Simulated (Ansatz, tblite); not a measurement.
# The cluster Na11+: one state, many levels

How do method and basis change the picture of the cluster Na11+ (singlet)?

The runs use Ansatz 0.2.0, Gaussian basis; as each input shows.

Plan: GFN1-xTB, GFN2-xTB, PBE/def2-TZVP, r2SCAN/def2-TZVP, revPBE/def2-TZVP, r2SCAN0/def2-TZVP, PBE/def2-SVP, PBE0/def2-SVP, MP2/def2-SVP, RPA/def2-SVP.

7 further runs of the same task are left out: 5 that didn't finish, 2 set aside as unsound or not needed. Runs told in other sessions of the task aren't counted.

## 1. The structure

The geometry is that of the singlet, from an earlier relaxation (PBE/def2-SVP). At that level it is the lowest of the isomers that a small search found.

11 atoms, charge 1, spin multiplicity 1.

Bond lengths: Na1–Na2 3.624 Å, Na1–Na3 3.451 Å, Na1–Na5 3.654 Å, Na1–Na7 3.568 Å, Na1–Na10 3.622 Å, Na1–Na11 3.743 Å, Na2–Na6 3.543 Å, Na2–Na7 3.649 Å, Na2–Na10 3.500 Å, Na3–Na4 3.557 Å, Na3–Na5 3.657 Å, Na3–Na6 3.971 Å, Na3–Na7 3.464 Å, Na3–Na9 3.686 Å, Na4–Na6 3.513 Å, Na4–Na10 3.519 Å, Na5–Na10 3.479 Å, Na5–Na11 3.408 Å and more. Angles: Na2–Na1–Na3 98.8°, Na2–Na1–Na5 114.9°, Na2–Na1–Na7 61.0°, Na2–Na1–Na10 57.8°, Na2–Na1–Na11 93.0°, Na3–Na1–Na5 61.9°, Na3–Na1–Na7 59.1°, Na3–Na1–Na10 74.2°, Na3–Na1–Na11 114.5°, Na5–Na1–Na7 118.5°, Na5–Na1–Na10 57.1°, Na5–Na1–Na11 54.9°, Na7–Na1–Na10 91.2°, Na7–Na1–Na11 149.2°, Na10–Na1–Na11 59.3°, Na1–Na2–Na6 86.4°, Na1–Na2–Na7 58.8°, Na1–Na2–Na10 61.1° and more.

The ion is computed in the gas phase, without counter-ions or solvent.

PBE0/def2-TZVP was run before; its log isn't repeated, and its numbers join the tables.

## 2. GFN1-xTB

Tight binding, by tblite at 300 K electronic temperature and without a spin-polarisation term:

```python
tblite.interface.Calculator('GFN1-xTB', numbers, positions, charge=1, uhf=0).singlepoint()
```

Energy -79.6605 eV, HOMO -10.40 eV, LUMO -9.66 eV; 0.011 s.

## 3. GFN2-xTB

Tight binding, by tblite at 300 K electronic temperature and without a spin-polarisation term:

```python
tblite.interface.Calculator('GFN2-xTB', numbers, positions, charge=1, uhf=0).singlepoint()
```

Energy -56.7232 eV, HOMO -7.88 eV, LUMO -7.15 eV; 0.012 s.

## 4. PBE/def2-TZVP

start.molden holds the orbitals of an earlier run on this state, given as this run's starting guess.

File in.yaml:

```yaml
crystal:
  periodic: [false, false, false]
  atoms:
    - {symbol: Na, position_ang: [2.730818, 0.428760, -0.123243]}
    - {symbol: Na, position_ang: [1.212149, -1.523377, 2.525398]}
    - {symbol: Na, position_ang: [-0.125571, 1.869361, -1.418511]}
    - {symbol: Na, position_ang: [-2.267375, -0.792091, -2.410425]}
    - {symbol: Na, position_ang: [1.708537, -0.509681, -3.503471]}
    - {symbol: Na, position_ang: [-1.903422, -0.652082, 1.080820]}
    - {symbol: Na, position_ang: [0.331114, 1.980597, 2.013656]}
    - {symbol: Na, position_ang: [-3.080960, 1.372672, 3.855134]}
    - {symbol: Na, position_ang: [-2.976232, 2.752453, 0.744570]}
    - {symbol: Na, position_ang: [0.465988, -2.314807, -0.801099]}
    - {symbol: Na, position_ang: [3.904944, -2.611815, -1.962839]}
basis:
  gaussian: {orbitals: def2-TZVP, initial_orbitals: start.molden}
total_charge: 1
hamiltonian: {xc: pbe}
scf: {omitted_lower_state_checks: [starts]}
output: {forces: true, orbitals: {seedname: orbitals}}
```

Command:

```bash
$ ansatz run in.yaml --threads 4 --pin off --events-out ev --progress --plain --max-ram 4787MiB
```

After this run come: r2SCAN/def2-TZVP; revPBE/def2-TZVP; r2SCAN0/def2-TZVP; PBE/def2-SVP; PBE0/def2-SVP; MP2/def2-SVP; RPA/def2-SVP.

Q: Predict the results of all the runs planned. Wanted: gap in def2-TZVP, named functionals, smallest and largest; correlation energy, MP2/def2-SVP; PBE0 total energy, smallest basis above largest.

The runs gave:

| quantity | value |
| --- | --- |
| gap in def2-TZVP, named functionals, smallest and largest | 0.64 eV (revPBE), 1.43 eV (r2SCAN0) |
| correlation energy, MP2/def2-SVP | -4.47 eV |
| PBE0 total energy, smallest basis above largest | 17.67 eV (def2-SVP, def2-TZVP) |

Over the named functionals in def2-TZVP the gap runs from 0.64 eV (revPBE) to 1.43 eV (r2SCAN0); exact exchange widens it.
